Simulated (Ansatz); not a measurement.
# GaH− (doublet): from Hartree-Fock to the top rungs, aug-cc-pVDZ

How much of the correlation energy of GaH− (doublet) does each wave-function method recover here?

Program: Ansatz 0.2.0, Gaussian basis. Level of theory: aug-cc-pVDZ, core rule «outside noble gas», up to 14 orbitals frozen. These are calculated values, not measurements.

To be run: UHF; CCSD(T) on ROHF; CCSD(T) on UHF; BCCD(T) on ROHF; CISD as a restricted active space (open shells left free, so some higher excitations enter); CCSDT(Q) on ROHF; CCSDT(Q) on UHF; CISDTQ; CASSCF and MRCISD+Q, 5 electrons in 5 orbitals; CASSCF and NEVPT2, 5 electrons in 5 orbitals; Full CI.

14 further runs of the same task are left out: 5 that didn't finish, 9 set aside as unsound or not needed. Runs told in other sessions of the task aren't counted.

### 1 The system

The geometry is a PBE0/def2-TZVPD stationary point (not a proven minimum) of the parent state, kept for this charge and spin. No spin-orbit coupling is included. The filled d shell of Ga may be among the frozen orbitals whatever the setting's name suggests.

2 atoms, charge -1, spin multiplicity 2.

Atoms are counted from 1 here; the program's logs count them from 0.

Bond lengths: Ga1–H2 1.603 Å.

### 2 UHF

in.yaml

```yaml
crystal:
  periodic: [false, false, false]
  atoms:
    - {symbol: Ga, position_ang: [0.000000, 0.000000, 0.000000]}
    - {symbol: H, position_ang: [0.000000, 0.000000, 1.602600]}
basis:
  gaussian: {orbitals: aug-cc-pVDZ}
total_charge: -1
magnetization: {spin_polarized: true, initial_magnetization: 1}
hamiltonian: {xc: hf}
output: {orbitals: {seedname: orbitals}}
```

Command:

```sh
> ansatz run in.yaml --threads 1 --pin off --events-out ev --progress --plain --max-ram 2393MiB
```

The runs that follow: CCSD(T) on ROHF; CCSD(T) on UHF; BCCD(T) on ROHF; CISD as a restricted active space (open shells left free, so some higher excitations enter); CCSDT(Q) on ROHF; CCSDT(Q) on UHF; CISDTQ; CASSCF and MRCISD+Q, 5 electrons in 5 orbitals; CASSCF and NEVPT2, 5 electrons in 5 orbitals; Full CI.

Q: Predict the results of all the runs planned. Wanted: FCI from the RHF energy; RMP2 from FCI; UMP2 from FCI; RCCSD from FCI; RCCSD(T) from FCI; UCCSD(T) from FCI; RCCSDT(Q) from FCI; UCCSDT(Q) from FCI; NEVPT2 valence from FCI.

The runs gave:

```
                         quantity                                                                                value
          FCI from the ROHF energy                                                                           -2.3357 eV
                    RMP2 from FCI                                                                      +14.84 kcal/mol
                    UMP2 from FCI                                                                      +14.89 kcal/mol
                   RCCSD from FCI                                                                       +1.80 kcal/mol
                RCCSD(T) from FCI                                                                       +0.48 kcal/mol
                UCCSD(T) from FCI                                                                       +0.46 kcal/mol
               RCCSDT(Q) from FCI                                                                       +0.01 kcal/mol
               UCCSDT(Q) from FCI                                                                       -0.01 kcal/mol
          NEVPT2 valence from FCI                                                                      +13.51 kcal/mol
        MRCISD+Q valence from FCI                                                                       -0.11 kcal/mol
levels within 1 kcal/mol (43 meV)  RCCSD(T), UCCSD(T), BCCD(T), RCCSDT, UCCSDT, RCCSDT(Q), UCCSDT(Q), MRCISD+Q valence
                    T1 diagnostic                                                                                0.030
   effectively unpaired electrons                                                                                 1.08
```

What this shows: RCCSD(T) misses by +0.48 kcal/mol, 0.9 % of the correlation energy. MRCISD+Q valence falls below full CI: the +Q correction isn't variational, and the cores differ from full CI's. One determinant dominates. Of the multireference levels listed MRCISD+Q valence comes nearest in total energy (-0.11 kcal/mol), which doesn't show that its space is the better one. These misses are within one basis, not against nature; the frozen cores of restricted and unrestricted runs differ, which can shift their rows. The highest orbital lies above zero: the basis alone holds the extra electron.

Levels on UHF freeze UHF's core orbitals, full CI those of ROHF, so the U rows can settle a little off it for that reason alone.
